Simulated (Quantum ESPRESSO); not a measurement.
**ScNb under changes of volume**

One of the cells (20.641 Å³/atom); the others are scaled copies at fixed shape and fractional positions:

```
Nb Sc
1.0
     3.06564    0.00000    0.00000
    -1.53282    2.65493    0.00000
     0.00000    0.00000    5.07219
Nb Sc
1 1
Direct
  0.33333 0.66667 0.50000
  0.00000 0.00000 0.00000
```

The cell comes from a database or a generator and needn't be the stable form of this composition.

| Quantity | Value |
| --- | --- |
| Program | Quantum ESPRESSO 7.5 |
| Functional | PBE |
| Potentials or basis | SSSP 1.3 efficiency PBE |
| Cutoff | 816 eV |
| Density cutoff | 5987 eV |
| k mesh | 10 × 10 × 5 |
| Occupations | fermi-dirac, width 0.05 eV |
| Spin | no spin polarisation |

```csv
volume (Å³/atom),energy over the lowest point (meV/atom),pressure (GPa)
19.403,25.60,6.8
19.816,11.01,4.3
20.229,2.64,2.0
20.641,0.00,-0.1
21.054,2.62,-2.1
21.467,?,?
21.880,21.89,-5.5
```

Question: What does the run at 21.467 Å³/atom give?

Answer: Energy over the lowest point 10.06 meV/atom; pressure -3.8 GPa.

Worked out: A Birch-Murnaghan fit of order 3 (a polynomial in V^(-2/3)) to the other rows has its minimum at 20.64 Å³/atom with B0 = V·E''(V) = 102 GPa and B' = 3.3 at fixed shape and positions, which overstates the stiffness. It gives 10.04 meV/atom at 21.467 Å³/atom, against the run's 10.06, and -dE/dV = -3.8 GPa, against -3.8.

Energies are extrapolated to zero smearing.
